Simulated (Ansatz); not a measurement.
Geometry optimisation, Ansatz 0.2.0, DFT PBE, scalar-relativistic, plane waves, PAW.

The input (input.yaml):

```yaml
crystal:
  lattice:
    - [0.0, 5.43, 5.43]
    - [5.43, 0.0, 5.43]
    - [5.43, 5.43, 0.0]
  atoms:
    - { symbol: Si, position: [0.0, 0.0, 0.0] }
    - { symbol: Si, position: [0.125, 0.125, 0.125] }
    - { symbol: Si, position: [0.0, 0.0, 0.5] }
    - { symbol: Si, position: [0.125, 0.125, 0.625] }
    - { symbol: Si, position: [0.0, 0.5, 0.0] }
    - { symbol: Si, position: [0.125, 0.625, 0.125] }
    - { symbol: Si, position: [0.0, 0.5, 0.5] }
    - { symbol: Si, position: [0.125, 0.625, 0.625] }
    - { symbol: Si, position: [0.5, 0.0, 0.0] }
    - { symbol: Si, position: [0.625, 0.125, 0.125] }
    - { symbol: Si, position: [0.5, 0.0, 0.5] }
    - { symbol: Si, position: [0.625, 0.125, 0.625] }
    - { symbol: Si, position: [0.5, 0.5, 0.0] }
    - { symbol: Si, position: [0.625, 0.625, 0.125] }
    - { symbol: Si, position: [0.5, 0.5, 0.5] }
    - { symbol: Si, position: [0.625, 0.625, 0.625] }
    - { symbol: Si, position: [0.55959158, 0.30744696, 0.32176136] }
basis:
  ecutwfc: 420.0
kpoints:
  mp_grid: { grid: [2, 2, 2] }
hamiltonian:
  xc: pbe
scf:
  occupations: { method: gaussian, width: 0.02 }
  lower_state_search: "off"
relax:
  f_tol: 0.03
  max_steps: 60
  adjacent_minimum: "off"
```

Launched with:

```bash
$ ansatz run input.yaml --threads 1 --pin off --max-ram 3072MiB --backend cpu --events-out ev --progress --plain --runs-dir out
```

Q: Where does it end, and by what steps?

A: The run converged. The force dipped under the threshold on the way, but the program's further checks kept it going. Limits of this set-up: coarse k mesh. After 9 steps the energy has fallen by 1.015 eV; Si7 moved furthest, 0.49 Å.

| step | energy less start (eV) | largest force component (eV/Å) | accepted |
| --- | --- | --- | --- |
| 0 | 0.0000 | 2.660 | yes |
| 1 | -0.7323 | 1.134 | yes |
| 2 | -0.9805 | 0.127 | yes |
| 3 | -0.9944 | 0.094 | yes |
| 4 | -0.9989 | 0.053 | yes |
| 5 | -1.0013 | 0.112 | yes |
| 6 | -1.0093 | 0.088 | yes |
| 7 | -1.0138 | 0.051 | yes |
| 8 | -1.0152 | 0.029 | yes |
| 9 | -1.0152 | 0.029 | yes |

```xyz
17
Lattice="0.0000 5.4300 5.4300 5.4300 0.0000 5.4300 5.4300 5.4300 0.0000" Properties=species:S:1:pos:R:3
Si 0.016 -0.055 -0.058
Si 1.490 1.228 1.223
Si 2.772 2.702 -0.058
Si 4.007 4.140 1.294
Si 2.771 -0.054 2.698
Si 4.012 1.297 4.132
Si 5.149 3.002 2.994
Si 6.850 4.140 4.136
Si 0.133 2.585 2.580
Si 1.317 4.013 4.009
Si 2.614 5.535 2.553
Si 4.135 6.831 4.009
Si 2.617 2.554 5.527
Si 4.134 4.013 6.827
Si 5.592 5.535 5.530
Si 6.540 7.040 7.034
Si 3.568 4.581 4.577
```

Whether the end is a true minimum wasn't checked by a vibrational analysis.

Run time: 50 s on 1 thread of Arm Neoverse V2, with other jobs on the host, peak memory 0.5 GiB.
